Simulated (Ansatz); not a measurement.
# CH2OZn: small, medium and large basis sets

Aim: see how fast density functionals converge with the basis set for CH2OZn.

The runs use Ansatz 0.2.0, Gaussian basis; one geometry, several basis sets.

The runs, in order: PBE0-D4/def2-SVP; ωB97M-V/def2-SVP; PBE0-D4/def2-QZVPP; ωB97M-V/def2-QZVPP; the functionals' def2-TZVPP values are taken from earlier runs.

### 1 The relaxed structure

All runs share one geometry, relaxed beforehand with PBE0-D4 in a triple-zeta def2 set.

5 atoms, charge 0, spin multiplicity 1.

Atoms are counted from 1 here; the program's logs count them from 0.

Bond lengths: C1–O2 1.196 Å, C1–H4 1.108 Å, C1–H5 1.109 Å. Angles: O2–C1–H4 121.9°, O2–C1–H5 121.9°, H4–C1–H5 116.2°.

Coordinates:

```
C    -0.4033    0.4220   -0.4589
O    -0.9226   -0.5160    0.0719
Zn    1.6735   -1.7413    1.7825
H    -0.9656    1.0984   -1.1322
H     0.6679    0.6634   -0.3048
```

### 2 PBE0-D4 in def2-SVP

in.yaml

```yaml
crystal:
  periodic: [false, false, false]
  atoms:
    - {symbol: C, position_ang: [-0.403264, 0.421953, -0.458864]}
    - {symbol: O, position_ang: [-0.922645, -0.515965, 0.071874]}
    - {symbol: Zn, position_ang: [1.673485, -1.741271, 1.782545]}
    - {symbol: H, position_ang: [-0.965564, 1.098369, -1.132181]}
    - {symbol: H, position_ang: [0.667888, 0.663416, -0.304773]}
basis:
  gaussian: {orbitals: def2-SVP}
hamiltonian: {xc: pbe0, dispersion: d4}
output: {orbitals: {seedname: orbitals}}
```

Started as:

```sh
$ ansatz run in.yaml --threads 2 --pin off --events-out ev --progress --plain --max-ram 4352MiB
```

The runs that follow: ωB97M-V in def2-SVP; PBE0-D4 in def2-QZVPP; ωB97M-V in def2-QZVPP.

Q: Predict the results of all the runs planned. Wanted: PBE0-D4: double and triple zeta above quadruple; ωB97M-V: double and triple zeta above quadruple.

**Answer**, as computed:

| quantity | value |
| --- | --- |
| PBE0-D4: double and triple zeta above quadruple | 12.14, 1.31 eV |
| ωB97M-V: double and triple zeta above quadruple | 12.21, 1.27 eV |

**Reading.** PBE0-D4 gains 10.84 eV from double to triple zeta, then 1.31 eV more. Total energies overstate the basis error of differences, where much of it tends to cancel. The LUMO of ωB97M-V is positive and keeps falling with the basis (1.43 to 0.69 eV): an unbound level that the basis holds in place.
